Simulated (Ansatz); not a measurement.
**AlFH2O2: molecular dynamics**

The plan is to follow the molecule's vibrations and see whether its bonds hold. The start is relaxed first. Runs: 500 steps of 0.5 fs under a Langevin thermostat at 3000 K.

All numbers below are computed with Ansatz 0.2.0 (RKS PBE/6-31G*).

## Step 1: The system as given

Bond lengths: Al1–F2 1.690 Å, Al1–O3 1.780 Å, O3–H4 1.010 Å, Al1–O5 1.780 Å, O5–H6 1.010 Å. Angles: F2–Al1–O3 120.0°, F2–Al1–O5 120.0°, O3–Al1–O5 120.0°, Al1–O3–H4 109.5°, Al1–O5–H6 109.5°.

Structure file:

```xyz
6

Al    0.0000    0.0000    0.0000
F     0.0000    0.0000    1.6900
O     1.5415    0.0000   -0.8900
H     1.8414   -0.9519   -1.0449
O    -1.5415    0.0000   -0.8900
H    -2.0512   -0.8467   -0.6815
```

## Step 2: Preparing the start

Input file input.yaml:

```yaml
crystal:
  periodic: [false, false, false]
  atoms:
    - { symbol: Al, position_ang: [0.0, 0.0, 0.0] }
    - { symbol: F, position_ang: [0.0, 0.0, 1.69] }
    - { symbol: O, position_ang: [1.5415, 0.0, -0.89] }
    - { symbol: H, position_ang: [1.8414, -0.9519, -1.0449] }
    - { symbol: O, position_ang: [-1.5415, 0.0, -0.89] }
    - { symbol: H, position_ang: [-2.0512, -0.8467, -0.6815] }
basis:
  gaussian: { orbitals: "6-31G*" }
hamiltonian:
  xc: pbe
relax:
  f_tol: 0.02
  max_steps: 40
```

The run is started by

```sh
$ ansatz run input.yaml --threads 1 --pin off --max-ram 2048MiB --backend cpu --events-out ev --progress --plain --runs-dir out
```

The runs that follow: Dynamics.

**Question.** What will these runs give? Wanted: relaxation of the start; temperature, first and last step; temperature, second half; potential energy, second half; bonds formed or broken.

**Answer**, as computed:

```
                        quantity                            value
         relaxation of the start          7 moves, 0.428 eV lower
                          length              500 steps of 0.5 fs
temperature, first and last step                  2500 and 1450 K
        temperature, second half  mean 1508 K, from 602 to 2307 K
   potential energy, second half     +154 meV/atom from the start
          bonds formed or broken                                0
```

Against a set 3000 K the second half averages 1508 K with a spread of 393 K; 154 meV/atom has gone into potential energy, and a thermostat that acts over some 1000 fs has not made it up in 250 fs. The bonds all hold. A run of 250 fs with 6 atoms shows the motion but fixes no equilibrium value. The nuclei move classically, without zero-point motion, which matters most for hydrogen.
